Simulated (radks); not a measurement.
# The series with 7 electrons, N to Eu⁵⁶⁺

One table from this session's results is given with a row withheld; the runs are named, their logs left out.

Program: radks (a radial shooting solver on a logarithmic mesh, Libxc functionals) version 1. Level of theory: Dirac Kohn-Sham, LDA (Slater exchange, Perdew-Wang correlation), spin-unpolarised, spherical densities, finite nucleus; open shells fill j = l - 1/2 first. These are calculated values, not measurements, unless marked.

### What is computed

```
electrons     : 7
ions          : N, P⁸⁺, V¹⁶⁺, Ga²⁴⁺, Ag⁴⁰⁺, Cs⁴⁸⁺, Eu⁵⁶⁺
configuration : [He] 2s2 2p3
```

Set-up of the first run:

Settings of this run:

```text
Z 7
configuration [He] 2s2 2p3
relativity Dirac
functional lda,pw
spin unpolarised
j_filling energy
nucleus finite rms 2.5582 fm
c 137.035999084
```

Among the steps run: N; P⁸⁺; V¹⁶⁺; Ga²⁴⁺; Ag⁴⁰⁺; Cs⁴⁸⁺; Eu⁵⁶⁺.

One of the session's tables, all rows but one given; the rest of the session is left out.

```
  ion  E (hartree)  ε(1s1/2) (eV)  ε(2p1/2) (eV)  ε(2p3/2) (eV)  <r>(2p3/2) (bohr)
    N    -54.05528        -381.48         -7.247         -7.228              1.482
  P⁸⁺   -304.75562        -2340.2        -342.13        -340.94             0.4260
 V¹⁶⁺   -767.08376        -6071.2        -1121.0        -1112.5             0.2523
Ga²⁴⁺  -1446.09382       -11612.0        -2353.2        -2321.3             0.1792
Ag⁴⁰⁺            ?              ?              ?              ?                  ?
Cs⁴⁸⁺   -4877.2833         -39847        -8990.0        -8602.3            0.09526
Eu⁵⁶⁺   -6535.7752         -53530       -12303.2       -11597.0            0.08214
```

Estimate the missing values for Ag⁴⁰⁺.

**Answer.** E (hartree): -3488.39310; ε(1s1/2) (eV): -28397; ε(2p1/2) (eV): -6257.1; ε(2p3/2) (eV): -6062.0; <r>(2p3/2) (bohr): 0.1131. In the column «E (hartree)» it lies between Cs⁴⁸⁺ (-4877.2833) and Ga²⁴⁺ (-1446.09382).

The configuration is held, so it need not be the ground state of every ion.
